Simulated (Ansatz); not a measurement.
# AsP: basis-set convergence

How large a basis does AsP need? Two functionals are run in growing sets.

Computed with Ansatz 0.2.0, Gaussian basis. Level: one geometry, several basis sets.

Levels to be run: PBE0-D4/def2-SVP; ωB97M-V/def2-SVP; PBE0-D4/def2-QZVPP; ωB97M-V/def2-QZVPP; the functionals' def2-TZVPP values are taken from earlier runs.

## 1. Structure used throughout

The geometry comes from an earlier relaxation with PBE0-D4 in a triple-zeta def2 set; it is a stationary point.

SMILES `P#[As]`, 2 atoms, charge 0, spin multiplicity 1.

Atoms are counted from 1 here; the program's logs count them from 0.

Bond lengths: P1–As2 1.988 Å.

## 2. PBE0-D4 in def2-SVP

Input file in.yaml:

```yaml
crystal:
  periodic: [false, false, false]
  atoms:
    - {symbol: P, position_ang: [0.848249, -0.280478, 0.435404]}
    - {symbol: As, position_ang: [-0.848249, 0.280478, -0.435404]}
basis:
  gaussian: {orbitals: def2-SVP}
hamiltonian: {xc: pbe0, dispersion: d4}
output: {orbitals: {seedname: orbitals}}
```

The run is started by

```console
> ansatz run in.yaml --threads 2 --pin off --events-out ev --progress --plain --max-ram 32768MiB --backend cpu
```

After this run come: ωB97M-V in def2-SVP; PBE0-D4 in def2-QZVPP; ωB97M-V in def2-QZVPP.

Q: Predict the results of all the runs planned. Wanted: PBE0-D4: double and triple zeta above quadruple; ωB97M-V: double and triple zeta above quadruple.

As calculated:

| quantity | value |
| --- | --- |
| PBE0-D4: double and triple zeta above quadruple | 12.26, 1.60 eV |
| ωB97M-V: double and triple zeta above quadruple | 12.16, 1.55 eV |

**Reading.** PBE0-D4 gains 10.65 eV from double to triple zeta, then 1.60 eV more. These are total energies; as a rule much of such shifts cancels in differences, which this series doesn't test.
